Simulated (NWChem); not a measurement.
**AlI (SMILES [Al][I]) at 4 levels**

We compute a comparison of 4 runs (SVWN5/def2-SVP, SVWN5/def2-TZVP, SVWN5/def2-TZVPD, SVWN5/def2-SVPD) of AlI. 

The results are computed with NWChem 7.3.0.

## 1. The molecule

The species is AlI (2 atoms), meant as a singlet with charge 0. SMILES: `[Al][I]`. The bond length is the measured one.

Bond lengths: Al1–I2 2.537 Å.

## 2. Magnetic shielding at SVWN5/def2-SVP (core potential) (run 1)

nw.nw

```
start nw
title "AlI nmr"
memory total 2200 mb

geometry units atomic noautosym nocenter noautoz
 Al   0.00000000   0.00000000   0.00000000
 I    0.00000000   0.00000000   4.79442793
end

basis spherical bse
 * library def2-SVP
end

ecp bse
 I library def2-SVP
end

dft
 xc slater vwn_5
 grid fine
 convergence energy 1e-08
 maxiter 100
 mulliken
 print low
end

property
 shielding
end

task dft property
```

Launch:

```bash
$ nwchem nw.nw > nw.out
```

The program printed:

```text
[...]
 d= 0,ls=0.0,diis     1   -538.5988399268 -6.06D+02  3.46D-02  2.23D-01     0.5
[...]
 d= 0,ls=0.0,diis     8   -538.6369251814  4.35D-09  8.86D-06  3.83D-08     2.0
         Total DFT energy =     -538.636925181390
      One electron energy =     -990.187357486450
           Coulomb energy =      423.114638878625
    Exchange-Corr. energy =      -39.351230332206
 Nuclear repulsion energy =       67.787023758641
[...]
      Total Density - Mulliken Population Analysis
     ---------------------------------------------
    Atom       Charge   Shell Charges
 -----------   ------   -------------------------------------------------------
    1 Al  13    12.75   2.00  1.99  1.48  0.50  5.90  0.46  0.36  0.06
    2 I   25    25.25   0.22  1.83  1.39  0.51  3.11  2.93  2.63  2.60  9.77  0.25
[...]
           isotropic =     337.4405
[...]
           isotropic =     426.5806
[...]
```

Wall time 5.1 s (1 thread of Intel Xeon 6975P-C (Granite Rapids), shared host); peak memory 0.11 GiB.

## 3. Magnetic shielding at SVWN5/def2-TZVP (core potential) (run 2)

job.nw

```
start job
title "AlI"
memory stack 880 mb heap 220 mb global 1100 mb

geometry units angstrom noautosym nocenter noautoz
  Al     0.000000     0.000000     0.000000
  I      0.000000     0.000000     2.537102
end

basis spherical bse
  * library def2-TZVP
end

ecp bse
  I library def2-TZVP
end

dft
  xc slater vwn_5
  grid fine
  convergence energy 1e-08
  maxiter 100
  mulliken
  print low
end

property
  shielding
end

task dft property
```

Launch:

```bash
$ nwchem job.nw > job.out
```

The program printed:

```text
[...]
 d= 0,ls=0.0,diis     1   -538.6893896303 -6.06D+02  1.61D-02  7.56D-01     1.6
[...]
 d= 0,ls=0.0,diis    10   -538.7368741047 -2.90D-09  1.76D-06  3.24D-08    10.1
         Total DFT energy =     -538.736874104678
      One electron energy =     -990.266607103380
           Coulomb energy =      423.076493338653
    Exchange-Corr. energy =      -39.333788975340
 Nuclear repulsion energy =       67.787028635389
[...]
      Total Density - Mulliken Population Analysis
     ---------------------------------------------
    Atom       Charge   Shell Charges
 -----------   ------   -------------------------------------------------------
    1 Al  13    12.80   2.00  0.63  1.34  1.28  0.72  2.93  2.16  0.91  0.49  0.22  0.04  0.07  0.02
    2 I   25    25.20   0.19 -0.79  1.63  0.99  1.22  0.70 -0.49  6.42  1.48  2.68  1.14  9.12  0.87  0.03  0.00  0.00
[...]
           isotropic =     303.9353
[...]
           isotropic =     436.6062
[...]
```

It took 24 s on 1 thread of Intel Xeon 6975P-C (Granite Rapids), shared host; peak memory 0.11 GiB.

Run 3 isn't shown in full; the table further down has it.

## 4. NMR shieldings at SVWN5/def2-SVPD (core potential) (run 4)

struct.nw

```
START struct
memory stack 880 mb heap 220 mb global 1100 mb
GEOMETRY units angstroms noautosym nocenter noautoz
  Al     0.000000     0.000000     0.000000
  I      0.000000     0.000000     2.537102
END
BASIS "ao basis" spherical bse
  * library def2-SVPD
END
ECP bse
  I library def2-SVPD
END
DFT
  xc slater vwn_5
  grid fine
  convergence energy 1e-08
  iterations 100
  mulliken
  noprint "final vectors analysis"
END
PROPERTY
  shielding
END
TASK dft property
```

Launch:

```bash
$ nwchem struct.nw > struct.out
```

The program printed:

```text
[...]
          Wavefunction type:  closed shell.
          No. of atoms     :     2
          No. of electrons :    38
[...]
          Charge           :     0
          Spin multiplicity:     1
[...]
          AO basis - number of functions:    59
[...]
              XC Information
              --------------
                        Slater Exchange Functional  1.000 local
                      VWN V Correlation Functional  1.000 local
[...]
 d= 0,ls=0.0,diis     1   -538.6015401220 -6.06D+02  2.66D-02  2.39D-01     0.5
[...]
 d= 0,ls=0.0,diis     8   -538.6402866901 -3.74D-09  3.89D-06  1.28D-08     2.6
         Total DFT energy =     -538.640286690058
      One electron energy =     -990.058656661370
           Coulomb energy =      422.970367381028
    Exchange-Corr. energy =      -39.339026045105
 Nuclear repulsion energy =       67.787028635389
[...]
      Total Density - Mulliken Population Analysis
     ---------------------------------------------
    Atom       Charge   Shell Charges
 -----------   ------   -------------------------------------------------------
    1 Al  13    12.74   2.00  1.98  1.52  0.34  0.10  5.90  0.46  0.34  0.06  0.04
    2 I   25    25.26   0.22  1.83  1.41  0.47  0.03  3.11  2.93  2.65  2.52  0.06  9.76  0.26  0.01
[...]
           isotropic =     352.7766
[...]
           isotropic =     439.2909
[...]
```

Run time: 7.2 s. Hardware: 1 thread of Intel Xeon 6975P-C (Granite Rapids), shared host; peak memory 0.11 GiB.

## 5. All runs side by side

```
run                              level  core potential  energy (Eh)  isotropic shielding of Al1 (ppm)  wall time
  1    SVWN5/def2-SVP (core potential)        def2-SVP  -538.636925                             337.4      5.1 s
  2   SVWN5/def2-TZVP (core potential)       def2-TZVP  -538.736874                             303.9       24 s
  3  SVWN5/def2-TZVPD (core potential)      def2-TZVPD  -538.737065                             293.7       35 s
  4   SVWN5/def2-SVPD (core potential)       def2-SVPD  -538.640287                             352.8      7.2 s
```

## 6. Outcome

```
                         quantity          value
              run 4: total energy  -538.64029 Eh
             run 4: dipole moment         1.63 D
run 4: isotropic shielding of Al1      352.8 ppm
```

Over the runs the total energy spans 2.725 eV. All runs together took 71 s, the longest 35 s.
